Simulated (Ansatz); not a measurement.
AlSn:

```
CELL_PARAMETERS angstrom
4.19811 0.00000 0.00000
-2.09905 3.63567 0.00000
0.00000 0.00000 3.30685
ATOMIC_POSITIONS crystal
Sn 0.33333 0.66667 0.50000
Al 0.00000 0.00000 0.00000
```

The cell comes from a database or a generator and needn't be the stable form of this composition.

| Item | Value |
| --- | --- |
| Program | Ansatz 0.2.0 |
| Task | relaxation of cell and atoms |
| Functional | PBEsol |
| Potentials or basis | Ansatz PAW |
| Cutoff | 420 eV (not typed: the program's choice for these potentials) |
| k mesh | 7 × 7 × 8 |
| Occupations | fermi-dirac, width 0.05 eV |
| Spin | no spin polarisation |

At the start: volume 25.24 Å³/atom.

**Question.** Where does the relaxation end?

**Answer.** It ends after 5 steps and the volume is 24.35 Å³/atom (-3.5 %); space group P-6m2 (No. 187, to 0.05 Å).

The path:
| step | energy change (eV) | largest force (eV/Å) | volume (Å³) |
| --- | --- | --- | --- |
| 1 | 0.0000 | 0.0000 | 50.47 |
| 2 | -0.0093 | 0.0000 | 48.04 |
| 3 | -0.0107 | 0.0000 | 48.74 |
| 4 | -0.0108 | 0.0000 | 48.71 |
| 5 | -0.0104 | 0.0000 | 48.71 |

Final structure:
```xyz
2
Lattice="4.1396 0.0000 0.0000 -2.0698 3.5850 0.0000 0.0000 0.0000 3.2823" Properties=species:S:1:pos:R:3 pbc="T T T"
Sn    0.0000    2.3900    1.6411
Al    0.0000    0.0000    0.0000
```

Caveat: the plane-wave basis is chosen anew once the cell has moved, so the energies of steps on either side of that aren't comparable; the PAW data sets come from PBE, with cores solved anew for the run's functional, which leaves a small shift of forces and pressure.
